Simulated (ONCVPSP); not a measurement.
# Co: generating and testing an ONCV potential

Task: generate the file, and judge it by its errors in other configurations, its logarithmic derivatives, its ghosts and its cutoff.

Program: ONCVPSP 4.0.1.1 (patched build). Reference atom: PBEsol, scalar-relativistic, spherical and spin-unpolarised. All values are calculated.

## Step 1: Settings

The settings as typed:

* element: cobalt (Co, Z = 27)
* type: optimised norm-conserving Vanderbilt (ONCV)
* frozen core: [Ne]
* valence charge: 17
* reference configuration: 3s2 3p6 3d7.5 4s1.5
* partial waves: 3s+4s: rc 1.35 bohr, ncon 4, nbas 8, qcut 6.9 1/bohr, 2 projectors; 3p: rc 1.15 bohr, ncon 4, nbas 8, qcut 10.8 1/bohr, 1 projector; 3d: rc 1.55 bohr, ncon 5, nbas 10, qcut 8.7 1/bohr, 1 projector
* local potential: polynomial inside 1.10 bohr (lpopt 5, dvloc0 6 Ha)
* core correction: Teter function, fcfact 1.5, rcfact 1.4

## Step 2: Generating the potential

Contents of Co.dat:

```
# ATOM AND REFERENCE CONFIGURATION
# atsym  z   nc   nv     iexc    psfile
  Co 27.00    3    4  -116133      upf
#
#   n    l    f
    1    0    2.00
    2    0    2.00
    2    1    6.00
    3    0    2.00
    3    1    6.00
    3    2    7.50
    4    0    1.50
#
# PSEUDOPOTENTIAL AND OPTIMIZATION
# lmax
    2
#
#   l,   rc,      ep,       ncon, nbas, qcut
    0    1.35    0.00    4    8    6.90
    1    1.15    0.00    4    8   10.80
    2    1.55    0.00    5   10    8.70
#
# LOCAL POTENTIAL
# lloc, lpopt,  rc(5),   dvloc0
    4    5    1.10    6.00
#
# VANDERBILT-KLEINMAN-BYLANDER PROJECTORs
# l, nproj, debl
    0    2    3.40
    1    1    3.20
    2    1    1.00
#
# MODEL CORE CHARGE
# icmod, fcfact, rcfact
    3    1.50    1.40
#
# LOG DERIVATIVE ANALYSIS
# epsh1, epsh2, depsh
   -5.00    5.00    0.04
#
# OUTPUT GRID
# rlmax, drl
    6.00    0.01
#
# TEST CONFIGURATIONS
# ncnf
    4
# nvcnf
#   n    l    f
    4
    3    0    2.00
    3    1    6.00
    3    2    7.00
    4    0    2.00
#
    4
    3    0    2.00
    3    1    6.00
    3    2    7.00
    4    0    1.00
#
    4
    3    0    2.00
    3    1    6.00
    3    2    7.00
    4    0    0.00
#
    5
    3    0    2.00
    3    1    6.00
    3    2    6.00
    4    0    2.00
    4    1    1.00
#
```

Started as:

```
$ oncvpsp.x < Co.dat > Co.out
```

**Question.** What will these runs give? Wanted: cutoffs for 1 and 0.1 mHa per electron, occupied waves; bound ghosts; GHOST(+) flags; largest test error; largest phase difference near zero energy, channels read; rms error of d²Exc/dn², without and with the model core.

As calculated:

```
                                                quantity                             value
  cutoffs for 1 and 0.1 mHa per electron, occupied waves                  38 Ha and 139 Ha
                                            bound ghosts                        none found
                                          GHOST(+) flags                none at low energy
                            largest test error (AE − PS)  +20 meV, for 3s2 3p6 3d6 4s2 4p1
largest phase difference near zero energy, channels read                         0.011 rad
 rms error of d²Exc/dn², without and with the model core                 3.38 and 1.16 mHa
```

By total energies transferability is good: the largest error is 20 meV on 10.7 eV, for 3s2 3p6 3d6 4s2 4p1. By its cutoff, 38 Ha for the looser tolerance, it is hard. The tighter tolerance needs 139 Ha, and converged work needs a cutoff nearer that. The program's ghost test flags no bound state. Near zero energy the phases of the channels with partial waves agree within 0.011 rad. These are tests on the free atom; a crystal test is still owed.
